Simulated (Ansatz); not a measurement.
**CH4BFN2: a ladder of functionals and wavefunction methods**

How much do the methods differ for CH4BFN2? The plan is to run it at one geometry with functionals of several rungs and with coupled cluster. The yardstick is the atomisation energy at the CCSD(T) limit.

The runs use Ansatz 0.2.0, Gaussian basis; functionals in def2-TZVPP, the program's frozen cores in correlated methods.

Levels to be run: PBE-D4, r2SCAN-D4, PBE0-D4, B3LYP-D4, ωB97X-V, ωB97M-V, B2PLYP; CCSD(T)/def2-TZVPP; CCSD(T)/def2-QZVPP; extrapolation to the limit.

## Step 1: The relaxed structure

All runs share one geometry, relaxed beforehand with PBE0-D4 in a triple-zeta def2 set.

SMILES `N=C(N)BF`, 9 atoms, charge 0, spin multiplicity 1.

Atoms are counted from 1 here; the program's logs count them from 0.

Bond lengths: N1–C2 1.284 Å, N1–H6 1.017 Å, C2–N3 1.361 Å, C2–B4 1.570 Å, N3–H7 1.003 Å, N3–H8 1.006 Å, B4–F5 1.323 Å, B4–H9 1.197 Å. Angles: C2–N1–H6 109.7°, N1–C2–N3 120.6°, N1–C2–B4 121.4°, N3–C2–B4 117.9°, C2–N3–H7 119.9°, C2–N3–H8 118.4°, H7–N3–H8 118.2°, C2–B4–F5 119.8°, C2–B4–H9 121.7°, F5–B4–H9 118.5°.

## Step 2: PBE-D4 (GGA)

The input, in.yaml:

```yaml
crystal:
  periodic: [false, false, false]
  atoms:
    - {symbol: N, position_ang: [-0.019884, 0.756708, 1.426275]}
    - {symbol: C, position_ang: [-0.013210, 0.288174, 0.230516]}
    - {symbol: N, position_ang: [-0.278747, 1.095549, -0.831842]}
    - {symbol: B, position_ang: [0.307829, -1.221699, -0.055378]}
    - {symbol: F, position_ang: [0.204533, -1.693869, -1.286508]}
    - {symbol: H, position_ang: [0.236556, 0.024170, 2.082922]}
    - {symbol: H, position_ang: [-0.459710, 0.693551, -1.732550]}
    - {symbol: H, position_ang: [-0.606996, 2.029963, -0.652809]}
    - {symbol: H, position_ang: [0.629628, -1.972547, 0.819374]}
basis:
  gaussian: {orbitals: def2-TZVPP}
hamiltonian: {xc: pbe, dispersion: d4}
output: {forces: true, orbitals: {seedname: orbitals}}
```

Started as:

```bash
> ansatz run in.yaml --threads 2 --pin off --events-out ev --progress --plain --max-ram 32768MiB --backend cpu
```

After this run come: r2SCAN-D4 (meta-GGA); PBE0-D4 (hybrid); B3LYP-D4 (hybrid); ωB97X-V (range-separated); ωB97M-V (range-separated); B2PLYP (double hybrid); CCSD(T) in def2-TZVPP; CCSD(T) in def2-QZVPP.

**Question.** What will the summary of the whole plan be? Wanted: atomisation energy, CCSD(T)/CBS; farthest; mean size of error, hybrid; mean size of error, range-separated; gap, smallest and largest; T1 diagnostic; triples share of the correlation energy.

The runs gave:

```
                               quantity                                value
        atomisation energy, CCSD(T)/CBS                        3571.0 kJ/mol
 functionals within 17.9 kJ/mol (0.5 %)                               B2PLYP
                               farthest               PBE-D4 (+160.8 kJ/mol)
             mean size of error, hybrid                          44.9 kJ/mol
    mean size of error, range-separated                          36.8 kJ/mol
              gap, smallest and largest  3.15 eV (PBE-D4), 9.91 eV (ωB97X-V)
                          T1 diagnostic                               0.0144
triples share of the correlation energy                                3.9 %
```

In words: PBE-D4 misses by +160.8 kJ/mol. Double hybrids carry the basis error of their MP2 part in triple zeta, and no dispersion term here, so their miss is partly the set-up's. The reference freezes the cores and leaves out relativity and excitations past (T), so misses under about 17.9 kJ/mol can't be ranked. Hartree-Fock recovers 69 % of the binding; the rest is correlation. Orbital gaps span 3.2 to 9.9 eV; exact exchange widens them.
